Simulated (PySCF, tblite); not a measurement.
# C32H48Si8: electronic excitations, NMR shifts

Aim: compute the electronic excitations, NMR shifts of C32H48Si8 (`C[Si]1(C)C#C[Si](C)(C)C#C[Si](C)(C)C#C[Si](C)(C)C#C[Si](C)(C)C#C[Si](C)(C)C#C[Si](C)(C)C#C[Si](C)(C)C#C1`).

Computed with tblite 0.8.0 and PySCF 2.14.0 and routines of our own; the level stands in each step. Atoms count from 0.

## Step 1: The starting structure

88 atoms, charge 0, multiplicity 1; geometry from: force field, distance geometry or constructed start.

## Step 2: Optimising the geometry with GFN2-xTB

What the job is given:

```
{"job": {"kind": "relax", "xc": "GFN2-xTB", "basis": "xTB"}, "charge": 0, "multiplicity": 1}
C      1.072100     2.691700     5.244500
Si     1.948800     3.348200     3.722800
C      3.226000     4.621600     4.241900
C      0.696400     4.127400     2.533000
C     -0.100300     4.513600     1.732900
Si    -1.364200     4.963000     0.384000
C     -0.474700     5.670900    -1.108200
C     -2.574100     6.224500     1.052600
C     -2.274600     3.375700    -0.104200
C     -2.799200     2.318700    -0.334100
Si    -3.522900     0.582500    -0.574400
C     -5.390500     0.654500    -0.432600
C     -3.049000    -0.085200    -2.250800
C     -2.817700    -0.540600     0.780900
C     -2.315800    -1.229900     1.622800
Si    -1.424500    -2.322500     2.899600
C     -2.655400    -2.974600     4.144600
C     -0.111600    -1.322200     3.774400
C     -0.621300    -3.771300     1.974700
C     -0.144600    -4.644700     1.298100
Si     0.541200    -5.926400     0.085700
C      2.386100    -6.123300     0.351700
C     -0.305700    -7.571400     0.354200
C      0.208800    -5.311400    -1.677600
C     -0.000600    -4.803700    -2.746100
Si    -0.331000    -3.855500    -4.352400
C      0.476200    -4.743000    -5.794800
C     -2.170100    -3.713000    -4.646200
C      0.428600    -2.124200    -4.170800
C      0.942200    -1.060500    -3.944800
Si     1.809700     0.551400    -3.451300
C      0.540700     1.917900    -3.233400
C      3.034700     1.041100    -4.778300
C      2.715500     0.252700    -1.809100
C      3.231100     0.047500    -0.751600
Si     3.947600    -0.284600     0.971400
C      5.816900    -0.196200     0.906100
C      3.424100    -1.984900     1.556600
C      3.286800     1.035000     2.156900
C      2.801600     1.920100     2.823800
H      0.312900     1.949200     4.971300
H      0.570700     3.499700     5.784400
H      1.778900     2.220400     5.930000
H      3.753100     5.017400     3.366500
H      2.737600     5.463800     4.757800
H      3.958000     4.188400     4.915700
H      0.065500     6.584300    -0.839600
H      0.249000     4.954600    -1.500500
H     -1.184900     5.912100    -1.899600
H     -3.318400     6.482600     0.292900
H     -3.108000     5.821200     1.927200
H     -2.055200     7.140500     1.350100
H     -5.690800     1.043500     0.545100
H     -5.812200     1.307700    -1.206300
H     -5.823800    -0.340300    -0.553200
H     -3.393000     0.582900    -3.051000
H     -1.953300    -0.191400    -2.344800
H     -3.488000    -1.064400    -2.419600
H     -3.138500    -2.153500     4.682100
H     -3.435500    -3.564300     3.649800
H     -2.162700    -3.614300     4.881700
H     -0.562100    -0.501600     4.340200
H      0.455700    -1.943200     4.474500
H      0.593300    -0.880700     3.061200
H      2.911500    -5.171500     0.194400
H      2.592500    -6.459300     1.372900
H      2.806100    -6.857900    -0.343200
H     -1.386400    -7.485800     0.202100
H      0.066400    -8.331100    -0.358200
H     -0.140400    -7.946600     1.369800
H      0.058900    -5.755100    -5.903800
H      0.305900    -4.205000    -6.725900
H      1.557200    -4.839200    -5.639000
H     -2.621300    -4.699300    -4.752500
H     -2.653500    -3.204100    -3.815200
H     -2.367900    -3.147300    -5.560400
H     -0.159100     1.675000    -2.427500
H     -0.031500     2.066400    -4.147300
H      1.034000     2.857800    -2.987500
H      3.552600     1.959200    -4.498500
H      2.527500     1.206500    -5.731800
H      3.782000     0.255200    -4.918000
H      6.250100    -0.378400     1.905100
H      6.144300     0.788400     0.568500
H      6.209800    -0.941400     0.223500
H      2.330500    -2.075300     1.558300
H      3.833400    -2.765300     0.905600
H      3.775400    -2.173800     2.574900
```

Run with:

```console
$ OMP_NUM_THREADS=4 python large_run.py task.json out
```

One launch serves the whole session: the jobs run in the order shown.

Log:

```text
step      E/eV     max force
  0   -2889.53601    2.603
  1   -2889.38185    4.841
  2   -2889.94048    0.514
  3   -2889.97048    0.607
  4   -2890.01081    0.885
  5   -2890.04536    0.494
  6   -2890.07121    0.319
  7   -2890.10150    0.449
  8   -2890.11326    1.010
  9   -2890.12837    0.221
 10   -2890.13608    0.271
 11   -2890.14106    0.160
 12   -2890.14225    0.204
 13   -2890.14495    0.101
 14   -2890.14920    0.198
 15   -2890.15381    0.223
 16   -2890.15574    0.148
 17   -2890.15655    0.231
 18   -2890.15815    0.098
 19   -2890.15977    0.170
 20   -2890.16175    0.200
 21   -2890.16275    0.125
 22   -2890.16393    0.135
 23   -2890.16557    0.124
 24   -2890.17576    0.398
 25   -2890.18000    0.328
 26   -2890.18286    0.231
 27   -2890.18310    0.325
 28   -2890.18458    0.091
 29   -2890.18549    0.085
 30   -2890.18739    0.194
 31   -2890.18882    0.233
 32   -2890.18975    0.191
 33   -2890.19098    0.064
 34   -2890.19203    0.106
 35   -2890.19291    0.116
 36   -2890.19373    0.065
 37   -2890.19427    0.030
 38   -2890.19469    0.052
 39   -2890.19508    0.062
 40   -2890.19544    0.042
 41   -2890.19576    0.026
 42   -2890.19609    0.040
 43   -2890.19650    0.060
 44   -2890.19702    0.061
 45   -2890.19756    0.039
 46   -2890.19800    0.027
 47   -2890.19836    0.044
 48   -2890.19872    0.041
 49   -2890.19915    0.038
 50   -2890.19966    0.030
 51   -2890.20028    0.057
 52   -2890.20103    0.069
 53   -2890.20187    0.063
 54   -2890.20258    0.051
 55   -2890.20306    0.027
 56   -2890.20343    0.038
 57   -2890.20395    0.052
 58   -2890.20489    0.090
 59   -2890.20642    0.112
 60   -2890.20832    0.093
 61   -2890.21007    0.068
 62   -2890.21171    0.063
 63   -2890.21342    0.086
 64   -2890.21521    0.088
 65   -2890.21666    0.048
 66   -2890.21753    0.033
 67   -2890.21807    0.038
 68   -2890.21855    0.043
 69   -2890.21905    0.031
 70   -2890.21950    0.034
 71   -2890.21987    0.044
 72   -2890.22029    0.053
 73   -2890.22077    0.040
 74   -2890.22137    0.039
 75   -2890.22176    0.033
 76   -2890.22242    0.054
 77   -2890.22308    0.052
 78   -2890.22373    0.042
 79   -2890.22428    0.039
 80   -2890.22490    0.051
 81   -2890.22568    0.061
 82   -2890.22660    0.060
 83   -2890.22749    0.050
 84   -2890.22824    0.043
 85   -2890.22889    0.041
 86   -2890.22949    0.039
 87   -2890.23001    0.032
 88   -2890.23048    0.034
 89   -2890.23097    0.046
 90   -2890.23151    0.043
 91   -2890.23197    0.033
 92   -2890.23229    0.023
 93   -2890.23256    0.026
 94   -2890.23288    0.036
 95   -2890.23326    0.038
 96   -2890.23362    0.030
 97   -2890.23395    0.032
 98   -2890.23438    0.047
 99   -2890.23514    0.072
100   -2890.23646    0.094
101   -2890.23834    0.085
102   -2890.24019    0.051
103   -2890.24149    0.043
104   -2890.24237    0.054
105   -2890.24321    0.053
106   -2890.24402    0.034
107   -2890.24473    0.037
108   -2890.24539    0.043
109   -2890.24601    0.050
110   -2890.24646    0.035
111   -2890.24670    0.018
```

It took 9.8 s on 4 threads of Arm Neoverse V2, shared host; peak memory 0.19 GiB.

Relaxation path: (the energy doesn't fall at every step)

```tsv
step	energy from step 0 (eV)	largest force (eV/Å)
0	0.0000	2.6036
1	0.1542	4.8410
2	-0.4045	0.5138
3	-0.4345	0.6074
4	-0.4748	0.8854
5	-0.5094	0.4941
6	-0.5352	0.3189
7	-0.5655	0.4486
8	-0.5773	1.0099
17	-0.6205	0.2306
26	-0.6469	0.2310
35	-0.6569	0.1163
44	-0.6610	0.0602
53	-0.6659	0.0629
62	-0.6757	0.0630
71	-0.6839	0.0437
80	-0.6889	0.0512
89	-0.6950	0.0457
98	-0.6984	0.0467
107	-0.7087	0.0372
108	-0.7094	0.0430
109	-0.7100	0.0506
110	-0.7105	0.0344
111	-0.7107	0.0177
```

Close pairs (by a distance rule), those that changed most:

```tsv
bond	before (Å)	after (Å)	change (Å)
C14–Si15	1.902	1.858	-0.045
C4–Si5	1.902	1.858	-0.044
Si30–C33	1.899	1.857	-0.042
Si25–C28	1.899	1.858	-0.042
Si15–C16	1.868	1.909	+0.041
Si20–C23	1.897	1.858	-0.039
Si10–C13	1.896	1.857	-0.039
C34–Si35	1.895	1.858	-0.038
```

The next job starts from the end point, and lists it.

## Step 3: Electronic excitations: TDDFT CAM-B3LYP/6-31G*

What the job is given:

```
{"job": {"kind": "uv", "basis": "6-31G*", "grid": 1, "kgrid": 0, "vcut": 1.5, "nstates": 6, "ntriplets": 2, "tda": false, "delta": [], "pop": true, "xc": "CAM-B3LYP"}, "charge": 0, "multiplicity": 1}
C      0.912949     2.683964     5.284464
Si     1.854306     3.228334     3.720189
C      3.235268     4.473255     4.138901
C      0.669992     3.962771     2.490506
C     -0.085378     4.370265     1.636889
Si    -1.269478     4.873123     0.296192
C     -0.318990     5.687590    -1.139548
C     -2.595169     6.045933     1.001646
C     -2.067709     3.281144    -0.231681
C     -2.557494     2.204113    -0.488073
Si    -3.261092     0.502474    -0.743883
C     -5.156708     0.581150    -0.538938
C     -2.774635    -0.199505    -2.443385
C     -2.510078    -0.515579     0.616157
C     -1.991625    -1.143605     1.511318
Si    -1.158744    -2.147261     2.834189
C     -2.459176    -2.819997     4.059610
C      0.159970    -1.102308     3.722484
C     -0.396062    -3.573925     1.915990
C      0.044745    -4.475154     1.238266
Si     0.637386    -5.806245     0.086252
C      2.513015    -6.088667     0.262016
C     -0.338536    -7.408636     0.420355
C      0.245352    -5.153248    -1.608424
C     -0.030065    -4.654131    -2.676149
Si    -0.414880    -3.767489    -4.262630
C      0.511490    -4.585465    -5.713141
C     -2.296505    -3.756876    -4.558123
C      0.242923    -2.050417    -3.997991
C      0.725059    -0.967281    -3.752966
Si     1.549257     0.627922    -3.269916
C      0.279908     2.023740    -3.030658
C      2.841616     1.082503    -4.598150
C      2.392567     0.237999    -1.662162
C      2.918020    -0.057484    -0.612945
Si     3.681019    -0.461068     1.031830
C      5.581514    -0.318374     0.924661
C      3.145026    -2.196294     1.599146
C      3.039700     0.861720     2.171545
C      2.590200     1.771760     2.831658
H      0.081597     2.035972     5.023789
H      0.508820     3.539829     5.818607
H      1.557680     2.139331     5.969022
H      3.752406     4.789159     3.237787
H      2.836665     5.361823     4.620497
H      3.972956     4.035570     4.805886
H      0.120620     6.634271    -0.836992
H      0.487476     5.044860    -1.479038
H     -0.970172     5.881286    -1.987457
H     -3.338006     6.299599     0.250679
H     -3.113866     5.581085     1.834643
H     -2.156968     6.972630     1.361597
H     -5.428139     1.004427     0.423496
H     -5.615522     1.195943    -1.308416
H     -5.599584    -0.409143    -0.599299
H     -2.936732     0.526224    -3.235273
H     -1.726862    -0.483641    -2.463716
H     -3.358766    -1.083412    -2.682882
H     -2.990567    -2.011495     4.554731
H     -3.196379    -3.432113     3.548181
H     -1.999158    -3.433555     4.829612
H     -0.295500    -0.412405     4.427457
H      0.854023    -1.728362     4.276142
H      0.734897    -0.514400     3.013098
H      3.061960    -5.191002    -0.006331
H      2.782281    -6.351624     1.281599
H      2.851262    -6.890340    -0.389287
H     -1.404707    -7.240845     0.299237
H     -0.046660    -8.199262    -0.265361
H     -0.173920    -7.768493     1.432362
H      0.184633    -5.610044    -5.867351
H      0.352479    -4.042359    -6.640559
H      1.580300    -4.606137    -5.522603
H     -2.673253    -4.759733    -4.740867
H     -2.817251    -3.363983    -3.690264
H     -2.562448    -3.141237    -5.413047
H     -0.286635     1.884937    -2.114886
H     -0.425959     2.063893    -3.855314
H      0.769867     2.991188    -2.968952
H      3.406524     1.965158    -4.311457
H      2.371444     1.287722    -5.555935
H      3.550568     0.273553    -4.746847
H      6.051729    -0.524122     1.882465
H      5.880373     0.680113     0.619404
H      5.987807    -1.018917     0.200136
H      2.088171    -2.359803     1.410294
H      3.695762    -2.968148     1.068891
H      3.319444    -2.339699     2.661810
```

With the program's defaults for keys left out, this is: TDDFT CAM-B3LYP/6-31G*, vertical, gas phase, core orbitals frozen in the response, virtual orbitals cut by energy.

Log:

```text
start: PBE on a coarse grid of 73083 points
cycle   1  E = -3560.5700899276  dE =  3.148e+00  |g| = 1.943e+00  |ddm| = 9.253e+00
cycle   2  E = -3559.6806445307  dE =  8.894e-01  |g| = 2.591e+00  |ddm| = 4.536e+00
cycle   3  E = -3561.5910969881  dE = -1.910e+00  |g| = 1.201e-01  |ddm| = 2.725e+00
cycle   4  E = -3561.5923896750  dE = -1.293e-03  |g| = 1.016e-01  |ddm| = 2.601e-01
cycle   5  E = -3561.5946936496  dE = -2.304e-03  |g| = 5.754e-02  |ddm| = 1.401e-01
cycle   6  E = -3561.5955315205  dE = -8.379e-04  |g| = 1.376e-02  |ddm| = 5.484e-02
cycle   7  E = -3561.5955847387  dE = -5.322e-05  |g| = 3.097e-03  |ddm| = 1.666e-02
final grid: 304234 points
cycle   8  E = -3563.2731724166  dE = -3.319e-02  |g| = 6.129e-02  |ddm| = 4.981e-01
cycle   9  E = -3563.2746635208  dE = -1.491e-03  |g| = 2.945e-02  |ddm| = 1.470e-01
cycle  10  E = -3563.2749088670  dE = -2.453e-04  |g| = 1.319e-02  |ddm| = 4.603e-02
cycle  11  E = -3563.2749416123  dE = -3.275e-05  |g| = 1.002e-02  |ddm| = 1.995e-02
cycle  12  E = -3563.2749630948  dE = -2.148e-05  |g| = 1.395e-03  |ddm| = 8.445e-03
cycle  13  E = -3563.2749690868  dE = -5.992e-06  |g| = 4.430e-04  |ddm| = 1.797e-03
cycle  14  E = -3563.2749678221  dE =  1.265e-06  |g| = 2.062e-04  |ddm| = 5.079e-04
cycle  15  E = -3563.2749629778  dE =  4.844e-06  |g| = 5.467e-05  |ddm| = 2.431e-04
converged SCF energy = -3563.2749629778

Static polarisability (au): isotropic 489.608, principal 413.340 514.027 541.456

Singlet excitations
state   eV       nm        f      main configurations
  1   5.5337    224.1   0.00000   H->L+3 0.15, H-2->L+2 0.11, H-3->L 0.09
  2   5.5541    223.2   0.00019   H-2->L+3 0.13, H->L+2 0.12
  3   5.5555    223.2   0.00095   H-3->L+3 0.10, H->L 0.10
  4   5.6026    221.3   0.00009   H-4->L+1 0.11
  5   5.6109    221.0   0.00000   H-5->L+1 0.11
  6   5.6436    219.7   0.00310   H-6->L+1 0.13

Triplet excitations (Tamm-Dancoff, eV): 4.5851 4.6051
```

Wall time 16 min (4 threads of Arm Neoverse V2, shared host); peak memory 3.3 GiB.

The orbitals next to the gap, with their largest atomic shares:

```tsv
orbital	eV	atoms
HOMO−4	-8.56	C28 8 %, C8 8 %, C39 8 %
HOMO−3	-8.50	C14 11 %, C13 11 %, C34 10 %
HOMO−2	-8.49	C33 7 %, C34 7 %, C13 7 %
HOMO−1	-8.45	C33 7 %, C34 7 %, C13 7 %
HOMO	-8.39	C33 8 %, C34 8 %, C13 8 %
LUMO	0.70	C24 5 %, C23 5 %, C29 4 %
LUMO+1	0.71	C4 5 %, C3 5 %, C9 5 %
LUMO+2	0.80	
LUMO+3	0.91	Si5 5 %, Si1 5 %, Si25 5 %
```

With each of the 6 states as a Gaussian band of 0.4 eV half-width at 1/e, the curve within the window shown has maxima at 221 nm (ε 170) L/(mol cm). Beyond the last state computed it falls off for lack of states. The curve at chosen wavelengths:

nm, ε (L/mol/cm) and a bar:
```
      209         91 ###############
      211        112 ###################
      212        122 #####################
      214        141 ########################
      216        156 ###########################
      217        162 ############################
      219        171 #############################
      221        174 ##############################
      222        173 ##############################
      224        168 #############################
      226        158 ###########################
      227        152 ##########################
      229        137 #######################
      231        121 ####################
      233        104 #################
      234         96 ################
      236         79 #############
      238         65 ##########
      239         58 #########
      241         46 ######
      243         35 #####
      244         31 ####
      246         23 ##
      248         17 #
      249         15 #
      251         11
```

Ground-state properties from the same run:

```tsv
property	computed
dipole moment (D)	0.01
polarisability (Å³)	72.55
HOMO–LUMO gap (eV)	9.09
−ε(HOMO) (eV)	8.39
```

[end of part 1 of 2]
